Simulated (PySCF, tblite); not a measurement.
# C₂H₅O₃SeSi radical: geometry, infrared bands and EPR parameters

Aim: predict the infrared bands and EPR parameters of C₂H₅O₃SeSi radical (`[O]C(=O)C[Si@H](O)[SeH]`).

The runs use tblite 0.8.0 and PySCF 2.14.0, with density-fitted response routines of our own; the level of theory stands in each step. All values are computed, except where a source is named. Atoms count from 0, in the outputs and in this text.

### 1 The starting structure

12 atoms, charge 0, multiplicity 2; geometry from: force field or distance geometry start.

Bonds of the start (Å): O0–C1 1.39, C1–O2 1.28, C1–C3 1.49, C3–Si4 1.86, Si4–O5 1.70, Si4–Se6 2.26, C3–H7 1.11, C3–H8 1.10, Si4–H9 1.48, O5–H10 1.00, Se6–H11 1.54.

### 2 Relaxing the molecule with GFN2-xTB

Job settings and geometry (Å):

```
{"job": {"kind": "relax", "xc": "GFN2-xTB", "basis": "xTB"}, "charge": 0, "multiplicity": 2}
O      0.134500    -1.403400     1.661700
C      1.055200    -0.822900     0.792000
O      2.229500    -0.507900     1.176000
C      0.650700    -0.632200    -0.630900
Si    -0.521500     0.799500    -0.797900
O     -0.015100     2.085400     0.193100
Se    -2.568700     0.082200    -0.146300
H      0.115000    -1.525600    -1.007900
H      1.514300    -0.458500    -1.287100
H     -0.562500     1.288000    -2.196300
H      0.433600     1.747700     1.019700
H     -2.463900    -0.652800     1.197800
```

Launch:

```
> OMP_NUM_THREADS=1 python probes_run.py task.json out
```

One launch serves the whole session: the jobs run in the order shown.

**Question.** This job is followed by: GFN2-xTB harmonic vibrations, gas phase; UKS B3LYP, def2-TZVP-core on Se, pcH-1 on C H O Si, non-relativistic, mean-field spin-orbit, GIAO. What will the session give for the following? strongest single infrared mode (GFN2-xTB); zero-point energy (GFN2-xTB); g(iso) (B3LYP); ⟨S²⟩; largest a(iso); surface potential, 1st and 99th percentile.

The runs gave:

```
                                 quantity                 value
strongest single infrared mode (GFN2-xTB)  744 cm⁻¹, 319 km/mol
             zero-point energy (GFN2-xTB)         42.0 kcal/mol
                           g(iso) (B3LYP)               2.02153
                                     ⟨S²⟩    0.755 (exact 0.75)
                           largest a(iso)  13C on C1, -61.5 MHz
    surface potential, 1st and 99th percentile    -1.13 V and 2.65 V
```

The optimisation took 67 steps and gained 1.448 eV; among the close pairs (by a distance rule), O0–C1 changed most, from 1.393 to 1.221 Å. The lowest mode is imaginary (32i cm⁻¹), so the xTB geometry is not a minimum. The strongest single mode, at 744 cm⁻¹, moves mainly H10. Unscaled tight-binding wavenumbers are off by several per cent, some by more. Its intensities can rank the bands wrongly. The largest spin populations lie on O2 (0.37 e), C3 (0.29 e). The isotropic g lies 19.2 ppt above the free-electron value. The hyperfine terms hold no scalar relativity, which the heavier nuclei need.
